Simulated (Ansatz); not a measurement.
# BN: energy and stress against strain

Aim: for BN, see how energy and stress answer to the strain pattern (1, 1, 0, 0, 0, 0).

Method: DFT r2SCAN, scalar-relativistic, plane waves, PAW, in Ansatz 0.2.0.

**1. The starting structure**

It takes space group P6_3mc (No. 186, hexagonal). The conventional cell has a = 2.554 Å, b = 2.554 Å, c = 4.227 Å, α = 90.00°, β = 90.00°, γ = 120.00°. B (site symmetry 3m) has 4 N at 1.57 to 1.58 Å as nearest neighbours. N (site symmetry 3m) is surrounded by 4 B at 1.57 to 1.58 Å.

Structure file:

```
CELL_PARAMETERS angstrom
2.55394 0.00000 0.00000
-1.27697 2.21178 0.00000
0.00000 0.00000 4.22685
ATOMIC_POSITIONS crystal
B 0.66667 0.33333 0.99972
B 0.33333 0.66667 0.49972
N 0.66667 0.33333 0.62528
N 0.33333 0.66667 0.12528
```

It goes back to an entry of the Materials Project, which need not be the stable form.

No relaxation comes first: the listed cell is the starting point.

**2. The reference cell**

The reference gives a free energy of -1087.9318 eV, pressure -4.74 GPa, largest force 0.025 eV/Å and gap on the mesh 5.76 eV. It was computed beforehand with the settings of the runs below.

**3. The scan: energy and stress against strain**

The cell is strained by ε times the Voigt pattern (1, 1, 0, 0, 0, 0) (xx, yy, zz, yz, xz, xy; engineering shear), with fractional coordinates fixed (clamped ions). The stress on the pattern is the sum of the stress components weighted by it, tension positive.

**4. Point ε = -0.0200**

input.yaml reads:

```yaml
crystal:
  lattice:
    - [2.5028608097, 0.0, 0.0]
    - [-1.2514304049, 2.1675410433, 0.0]
    - [0.0, 0.0, 4.226855]
  atoms:
    - { symbol: B, position: [0.6666666667, 0.3333333333, 0.999724] }
    - { symbol: B, position: [0.3333333333, 0.6666666667, 0.499724] }
    - { symbol: "N", position: [0.6666666667, 0.3333333333, 0.625276] }
    - { symbol: "N", position: [0.3333333333, 0.6666666667, 0.125276] }
basis:
  ecutwfc: 500
kpoints:
  mp_grid: { grid: [12, 12, 6] }
hamiltonian:
  xc: r2scan
scf:
  occupations: { method: gaussian, width: 0.05 }
output:
  forces: true
  stress: true
  eigenvalues: true
```

Run with:

```console
$ ansatz run input.yaml --threads 1 --pin off --max-ram 2560MiB --backend cpu --events-out ev --progress --plain --runs-dir out
```

**5. ε = 0.0150**

Edit input.yaml of step 4 so:

```diff
@@ -2,4 +2,4 @@
   lattice:
-    - [2.5028608097, 0.0, 0.0]
-    - [-1.2514304049, 2.1675410433, 0.0]
+    - [2.5922486957, 0.0, 0.0]
+    - [-1.2961243479, 2.2449532234, 0.0]
     - [0.0, 0.0, 4.226855]
```

**6. Point ε = -0.0100**

Edit input.yaml of step 5 so:

```diff
@@ -2,4 +2,4 @@
   lattice:
-    - [2.5922486957, 0.0, 0.0]
-    - [-1.2961243479, 2.2449532234, 0.0]
+    - [2.5284002057, 0.0, 0.0]
+    - [-1.2642001029, 2.189658809, 0.0]
     - [0.0, 0.0, 4.226855]
```

**7. ε = 0.0050**

Edit input.yaml of step 6 so:

```diff
@@ -2,4 +2,4 @@
   lattice:
-    - [2.5284002057, 0.0, 0.0]
-    - [-1.2642001029, 2.189658809, 0.0]
+    - [2.5667092997, 0.0, 0.0]
+    - [-1.2833546499, 2.2228354577, 0.0]
     - [0.0, 0.0, 4.226855]
```

**8. At ε = 0.0200**

Edit input.yaml of step 7 so:

```diff
@@ -2,4 +2,4 @@
   lattice:
-    - [2.5667092997, 0.0, 0.0]
-    - [-1.2833546499, 2.2228354577, 0.0]
+    - [2.6050183937, 0.0, 0.0]
+    - [-1.3025091969, 2.2560121063, 0.0]
     - [0.0, 0.0, 4.226855]
```

**9. Point ε = -0.0150**

Edit input.yaml of step 8 so:

```diff
@@ -2,4 +2,4 @@
   lattice:
-    - [2.6050183937, 0.0, 0.0]
-    - [-1.3025091969, 2.2560121063, 0.0]
+    - [2.5156305077, 0.0, 0.0]
+    - [-1.2578152539, 2.1785999262, 0.0]
     - [0.0, 0.0, 4.226855]
@@ -22 +22,5 @@
   eigenvalues: true
+  write_density: true
+  write_potential: true
+  elf: true
+  volumetric_format: npy
```

**10. At ε = 0.0100**

Edit input.yaml of step 9 so:

```diff
@@ -2,4 +2,4 @@
   lattice:
-    - [2.5156305077, 0.0, 0.0]
-    - [-1.2578152539, 2.1785999262, 0.0]
+    - [2.5794789977, 0.0, 0.0]
+    - [-1.2897394989, 2.2338943405, 0.0]
     - [0.0, 0.0, 4.226855]
@@ -22,5 +22 @@
   eigenvalues: true
-  write_density: true
-  write_potential: true
-  elf: true
-  volumetric_format: npy
```

**11. At ε = -0.0050**

Edit input.yaml of step 10 so:

```diff
@@ -2,4 +2,4 @@
   lattice:
-    - [2.5794789977, 0.0, 0.0]
-    - [-1.2897394989, 2.2338943405, 0.0]
+    - [2.5411699037, 0.0, 0.0]
+    - [-1.2705849519, 2.2007176919, 0.0]
     - [0.0, 0.0, 4.226855]
```

**12. Point ε = 0.0175**

Edit input.yaml of step 11 so:

```diff
@@ -2,4 +2,4 @@
   lattice:
-    - [2.5411699037, 0.0, 0.0]
-    - [-1.2705849519, 2.2007176919, 0.0]
+    - [2.5986335447, 0.0, 0.0]
+    - [-1.2993167724, 2.2504826648, 0.0]
     - [0.0, 0.0, 4.226855]
```

(Steps that only read results are left out.)

Q: Predict the outcome of this session. Wanted: slope of the stress at ε = 0, over ±0.0050.

The runs gave:

```
                                  quantity     value
slope of the stress at ε = 0, over ±0.0050  2136 GPa
```

In words: The slope of the stress at zero strain, 2136 GPa, estimates C11 + C22 + 2 C12 with clamped ions in this Cartesian frame; letting the atoms relax could not make it stiffer. The reference stands under -4.7 GPa, so this is no zero-stress constant. The energy drops below the reference, by 0.7 meV/atom at ε = -0.0050; the cell was taken as given and not relaxed at this level. The gap on the mesh stays between 5.62 and 5.87 eV.
